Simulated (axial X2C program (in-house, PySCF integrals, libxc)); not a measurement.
# MnF: properties at the nuclei

Aim: properties at the nuclei of MnF, with spin–orbit coupling in the Hamiltonian from the start.

The runs use an in-house X2C program for linear molecules on PySCF integrals; two-component X2C with atomic mean-field terms, Mn dyall-cv3z, F dyall-av3z.

All values are calculated.

## 1. Set-up

File task.json:

```json
{
 "zs": [
  25,
  9
 ],
 "q": 0,
 "bas": [
  "dyall-cv3z",
  "dyall-av3z"
 ],
 "r0": 1.83,
 "levels": [
  "PBE0",
  "HF",
  "BHandHLYP",
  "r2SCAN",
  "TPSSh"
 ],
 "nst": 3
}
```

Keys: zs atomic numbers; q charge; bas basis sets; r0 starting distance in Å; levels methods (HF also brings MP2); nst determinants followed.

The run is started by

```
$ python soeom.py task.json out
```

Nuclei are Gaussian, cores are contracted, and the Gaunt term is on.

## 2. Expectation values, lowest determinant

R = 1.835 Å. State: Ω = 3 (excess of +ω over −ω: ω = 1/2, ω = 5/2).

Output of the PBE0 run:

```text
two-component X2C + atomic mean field  PBE0
basis functions 162  fitting functions 872  grid points 5080
iter        total energy     max residual
   1      -1257.988737278     1.06e-01
   2      -1258.005431461     9.74e-04
   3      -1258.005436223     3.37e-04
   4      -1258.005436296     2.43e-04
   5      -1258.005437005     6.34e-05
   6      -1258.005437038     1.45e-05
   7      -1258.005437041     3.31e-06
converged
one-electron -1864.40682158  Coulomb 604.69048450  exact exchange -15.39191490  xc functional -47.47406120  nuclear repulsion 64.88548908  atomic mean-field constant -0.30861294
```

The highest occupied spinor is 58% Mn s, 23% Mn p, 11% F p.

| level | Eeff magnitude (GV/cm) | Ws magnitude Mn (kHz) | A∥/gI Mn (MHz) | qzz Mn (a.u.) | A∥/gI F (MHz) | qzz F (a.u.) | μ (D) |
| --- | --- | --- | --- | --- | --- | --- | --- |
| PBE0 | 0.628 | 0.0977 | 474 | -1.85 | 18.8 | 0.38 | -2.59 |
| HF | 0.646 | 0.0992 | 344 | -2.08 | 15.9 | 0.26 | -2.93 |
| BHandHLYP | 0.726 | 0.11 | 460 | -1.91 | 20.9 | 0.32 | -2.90 |
| r2SCAN | 0.591 | 0.0928 | 527 | -1.86 | 21.6 | 0.33 | -2.40 |
| TPSSh | 0.598 | 0.0937 | 483 | -1.82 | 18.3 | 0.40 | -2.35 |

Eeff is the effective electric field on the electron dipole moment in this Ω state and Ws the scalar–pseudoscalar constant (defined with the proton number Z and per Ω); A∥ is the parallel hyperfine constant, which follows by multiplying with the nuclear g factor gI = μI/(I μN); qzz is the electric field gradient, eQq0 = 234.96 MHz × Q/barn × qzz; μ is positive if F is the positive end. The operators were transformed with the bare-nucleus X2C matrices.

## 3. Expectation values, a higher determinant

R = 1.835 Å. State: Ω = 2 (excess of +ω over −ω: ω = -1/2, ω = 5/2), 0.69 eV above the lowest in the PBE0 search for states (made at or near this distance, with looser thresholds).

Output of the PBE0 run:

```text
two-component X2C + atomic mean field  PBE0
basis functions 162  fitting functions 872  grid points 5080
iter        total energy     max residual
   1      -1257.963199750     1.06e-01
   2      -1257.979950164     9.98e-04
   3      -1257.979955649     4.18e-04
   4      -1257.979955817     2.82e-04
   5      -1257.979956896     9.08e-05
   6      -1257.979956963     2.25e-05
   7      -1257.979956970     2.25e-06
converged
one-electron -1864.37179934  Coulomb 604.62489396  exact exchange -15.37412110  xc functional -47.43580662  nuclear repulsion 64.88548908  atomic mean-field constant -0.30861294
```

The highest occupied spinor is 68% Mn s, 14% Mn p, 7% F p.

| level | Eeff magnitude (GV/cm) | Ws magnitude Mn (kHz) | A∥/gI Mn (MHz) | qzz Mn (a.u.) | A∥/gI F (MHz) | qzz F (a.u.) | μ (D) |
| --- | --- | --- | --- | --- | --- | --- | --- |
| PBE0 | 1.14 | 0.201 | -399 | -1.26 | -8.41 | 0.81 | -3.04 |
| HF | 1.18 | 0.213 | -441 | -1.83 | -6.17 | 0.45 | -2.87 |
| BHandHLYP | 1.21 | 0.214 | -450 | -1.49 | -6.86 | 0.62 | -3.36 |
| r2SCAN | 1.17 | 0.207 | -305 | -1.20 | -6.74 | 0.89 | -2.86 |
| TPSSh | 1.07 | 0.186 | -357 | -1.17 | -8.04 | 0.90 | -2.95 |

## 4. Expectation values, a higher determinant

R = 1.835 Å. State: Ω = 4 (excess of +ω over −ω: ω = 3/2, ω = 5/2), 2.12 eV above the lowest in the PBE0 search for states (made at or near this distance, with looser thresholds).

Output of the PBE0 run:

```text
two-component X2C + atomic mean field  PBE0
basis functions 162  fitting functions 872  grid points 5080
iter        total energy     max residual
   1      -1257.911193318     1.05e-01
   2      -1257.927451106     9.61e-04
   3      -1257.927455393     6.23e-04
   4      -1257.927457311     2.33e-04
   5      -1257.927457680     1.18e-04
   6      -1257.927457750     1.26e-04
   7      -1257.927457858     2.77e-05
   8      -1257.927457873     9.47e-06
   9      -1257.927457877     4.72e-06
converged
one-electron -1867.40087696  Coulomb 607.75256972  exact exchange -15.36904459  xc functional -47.48698218  nuclear repulsion 64.88548908  atomic mean-field constant -0.30861294
```

The highest occupied spinor is 100% Mn d.

| level | Eeff magnitude (GV/cm) | Ws magnitude Mn (kHz) | A∥/gI Mn (MHz) | qzz Mn (a.u.) | A∥/gI F (MHz) | qzz F (a.u.) | μ (D) |
| --- | --- | --- | --- | --- | --- | --- | --- |
| PBE0 | 0.278 | 0.0187 | 331 | 1.63 | -3.43 | 0.97 | -5.25 |
| HF | 0.549 | 0.0414 | 162 | 0.45 | -1.8 | 0.43 | -6.63 |
| BHandHLYP | 0.366 | 0.0261 | 279 | 1.25 | -1.89 | 0.75 | -5.95 |
| r2SCAN | 0.184 | 0.0102 | 387 | 1.75 | -2.82 | 1.09 | -4.63 |
| TPSSh | 0.211 | 0.0126 | 357 | 1.75 | -3.01 | 1.07 | -4.83 |

## 5. Outcome

| quantity | value |
| --- | --- |
| lowest determinant | Ω = 3 (excess of +ω over −ω: ω = 1/2, ω = 5/2) |
| Eeff magnitude (GV/cm), PBE0 | 0.628 |
| Ws magnitude Mn (kHz), PBE0 | 0.0977 |
| A∥/gI Mn (MHz), PBE0 | 474 |
| qzz Mn (a.u.), PBE0 | -1.85 |
| higher determinant | Ω = 2 (excess of +ω over −ω: ω = -1/2, ω = 5/2) |
| Eeff magnitude (GV/cm), PBE0, higher determinant | 1.14 |
| Ws magnitude Mn (kHz), PBE0, higher determinant | 0.201 |
| A∥/gI Mn (MHz), PBE0, higher determinant | -399 |
| qzz Mn (a.u.), PBE0, higher determinant | -1.26 |
| higher determinant | Ω = 4 (excess of +ω over −ω: ω = 3/2, ω = 5/2) |
| Eeff magnitude (GV/cm), PBE0, higher determinant | 0.278 |
| Ws magnitude Mn (kHz), PBE0, higher determinant | 0.0187 |
| A∥/gI Mn (MHz), PBE0, higher determinant | 331 |
| qzz Mn (a.u.), PBE0, higher determinant | 1.63 |

In words: In the first state, the effective field runs from 0.591 to 0.726 GV/cm over the mean-field levels. The expectation values come from single determinants, which for open shells can mix terms of unlike spin or miss the lowest Ω, so a determinant need not be a state. Eeff is the effective electric field on the electron dipole moment in this Ω state and Ws the scalar–pseudoscalar constant (defined with the proton number Z and per Ω); A∥ is the parallel hyperfine constant, which follows by multiplying with the nuclear g factor gI = μI/(I μN); qzz is the electric field gradient, eQq0 = 234.96 MHz × Q/barn × qzz; μ is positive if F is the positive end. The operators were transformed with the bare-nucleus X2C matrices.
